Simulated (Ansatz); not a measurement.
# CH4F2N2Si: a ladder of functionals and wavefunction methods

One table from this session's results is given with a row withheld; the runs are named, their logs left out.

The runs use Ansatz 0.2.0, Gaussian basis; functionals in def2-TZVPP, the program's frozen cores in correlated methods.

The runs, in order: LDA (SPW92), PBE-D4, revPBE-D4, BLYP-D4, r2SCAN-D4, B97M-V, PBE0-D4, B3LYP-D4, r2SCANh-D4, r2SCAN0-D4, HSE06-D4, BHLYP-D4, CAM-B3LYP-D4, LC-ωPBE, ωB97X-V, ωB97M-V, B2PLYP, PBE-QIDH; CCSD(T)/def2-SVP; CCSD(T)/def2-TZVPP; MP2/def2-QZVPP; extrapolation to the limit; RPA on PBE.

## Structure used throughout

The geometry comes from an earlier relaxation with PBE0-D4 in a triple-zeta def2 set; it is a stationary point, not always the lowest conformer.

SMILES `N[SiH](F)/N=C/F`, 10 atoms, charge 0, spin multiplicity 1.

Atoms are counted from 1 here; the program's logs count them from 0.

Bond lengths: N1–Si2 1.686 Å, N1–H7 1.005 Å, N1–H8 1.005 Å, Si2–F3 1.606 Å, Si2–N4 1.722 Å, Si2–H9 1.474 Å, N4–C5 1.235 Å, C5–F6 1.335 Å, C5–H10 1.094 Å. Angles: Si2–N1–H7 123.7°, Si2–N1–H8 121.9°, H7–N1–H8 113.1°, N1–Si2–F3 112.9°, N1–Si2–N4 106.6°, N1–Si2–H9 112.5°, F3–Si2–N4 109.5°, F3–Si2–H9 104.5°, N4–Si2–H9 110.9°, Si2–N4–C5 125.6°, N4–C5–F6 121.2°, N4–C5–H10 129.5°, F6–C5–H10 109.3°.

Set-up of the first run:

Contents of in.yaml:

```yaml
crystal:
  periodic: [false, false, false]
  atoms:
    - {symbol: N, position_ang: [-0.177933, -1.828338, -0.493695]}
    - {symbol: Si, position_ang: [0.565910, -0.315334, -0.526660]}
    - {symbol: F, position_ang: [1.788320, -0.197809, 0.508966]}
    - {symbol: N, position_ang: [-0.645996, 0.837390, -0.117767]}
    - {symbol: C, position_ang: [-0.556843, 1.689652, 0.772029]}
    - {symbol: F, position_ang: [-1.548805, 2.551791, 1.005476]}
    - {symbol: H, position_ang: [0.281976, -2.681273, -0.759127]}
    - {symbol: H, position_ang: [-1.048885, -1.982148, -0.016265]}
    - {symbol: H, position_ang: [1.162350, -0.008520, -1.839257]}
    - {symbol: H, position_ang: [0.263005, 1.883490, 1.469298]}
basis:
  gaussian: {orbitals: def2-TZVPP}
hamiltonian: {xc: lda}
output: {orbitals: {seedname: orbitals}}
```

On the command line:

```
> ansatz run in.yaml --threads 4 --pin off --events-out ev --progress --plain --max-ram 10444MiB
```

Steps of the session up to this table: LDA; PBE-D4 (GGA); revPBE-D4 (GGA); BLYP-D4 (GGA); r2SCAN-D4 (meta-GGA); B97M-V (meta-GGA); B3LYP-D4 (hybrid); r2SCANh-D4 (hybrid); r2SCAN0-D4 (hybrid); HSE06-D4 (hybrid); BHLYP-D4 (hybrid); CAM-B3LYP-D4 (range-separated); LC-ωPBE (range-separated); ωB97X-V (range-separated); ωB97M-V (range-separated); B2PLYP (double hybrid); PBE-QIDH (double hybrid).

One table of the session follows, with a row left open; its other results are not shown here.

It belongs to the step «Orbital energies across the functionals». 

```
  functional  HOMO (eV)  gap (eV)
 LDA (SPW92)          ?         ?
      PBE-D4      -6.46      4.63
   revPBE-D4      -6.39      4.66
     BLYP-D4      -6.34      4.62
   r2SCAN-D4      -6.78      5.16
      B97M-V      -6.89      5.36
     PBE0-D4      -7.96      7.20
    B3LYP-D4      -7.70      6.67
  r2SCANh-D4      -7.34      6.12
  r2SCAN0-D4      -8.18      7.56
    HSE06-D4      -7.55      6.40
    BHLYP-D4      -9.37      9.76
CAM-B3LYP-D4      -9.42      9.83
     LC-ωPBE     -10.83     12.50
     ωB97X-V     -10.44     12.03
     ωB97M-V     -10.35     11.79
```

**Question.** Estimate the row for LDA (SPW92).

**Answer.** HOMO (eV): -6.65; gap (eV): 4.53. In the column «HOMO (eV)» it lies between r2SCAN-D4 (-6.78) and PBE-D4 (-6.46).
